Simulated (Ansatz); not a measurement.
# Hf2ZrC3: the cost of one run

Method: DFT PBE, scalar-relativistic, plane waves, PAW, in Ansatz 0.2.0.

**1. The starting structure**

It takes space group P6/mmm (No. 191, hexagonal). The conventional cell has a = 5.508 Å, b = 5.508 Å, c = 3.318 Å, α = 90.00°, β = 90.00°, γ = 120.00°. Around Zr (site symmetry 6/mmm) lie 6 Hf at 3.18 Å and 12 C at 3.22 Å and 2 Zr at 3.32 Å. Around Hf (site symmetry -6m2) lie 6 C at 2.30 Å. Around C (site symmetry mmm) lie 4 Hf at 2.30 Å and 4 Zr at 3.22 Å.

Coordinates:

```xyz
6
Lattice="5.5084 0.0000 0.0000 -2.7542 4.7704 0.0000 0.0000 0.0000 3.3184" Properties=species:S:1:pos:R:3 pbc="T T T"
Zr    0.0000    0.0000    0.0000
Hf    0.0000    3.1803    0.0000
Hf    2.7542    1.5901    0.0000
C     2.7542    0.0000    1.6592
C     1.3771    2.3852    1.6592
C    -1.3771    2.3852    1.6592
```

A structure generator made this guess: species swapped into a database cell of HoCo3B2 (P6/mmm, No. 191), with Zr on the Ho sites, C on the Co sites and Hf on the B sites. Its size is a rough estimate.

**2. A first look at the guess**

Contents of input.yaml:

```yaml
crystal:
  lattice:
    - [5.508415, 0.0, 0.0]
    - [-2.7542075, 4.77042733, 0.0]
    - [0.0, 0.0, 3.31844126]
  atoms:
    - { symbol: Zr, position: [0.0, 0.0, 0.0] }
    - { symbol: Hf, position: [0.33333333, 0.66666667, 0.0] }
    - { symbol: Hf, position: [0.66666667, 0.33333333, 0.0] }
    - { symbol: C, position: [0.5, 0.0, 0.5] }
    - { symbol: C, position: [0.5, 0.5, 0.5] }
    - { symbol: C, position: [0.0, 0.5, 0.5] }
basis:
  ecutwfc: 420
kpoints:
  mp_grid: { grid: [6, 6, 6] }
hamiltonian:
  xc: pbe
scf:
  occupations: { method: gaussian, width: 0.1 }
  lower_state_search: "off"
output:
  forces: true
  stress: true
  eigenvalues: true
```

The run is started by

```
ansatz run input.yaml --threads 1 --pin off --max-ram 2560MiB --backend cpu --events-out ev --progress --plain --runs-dir out
```

Q: Estimate wall time and peak memory on 1 thread of Intel Xeon at 2.50GHz (Skylake/Cascade Lake), shared host.

About 12 s, with a peak of 0.45 GiB.
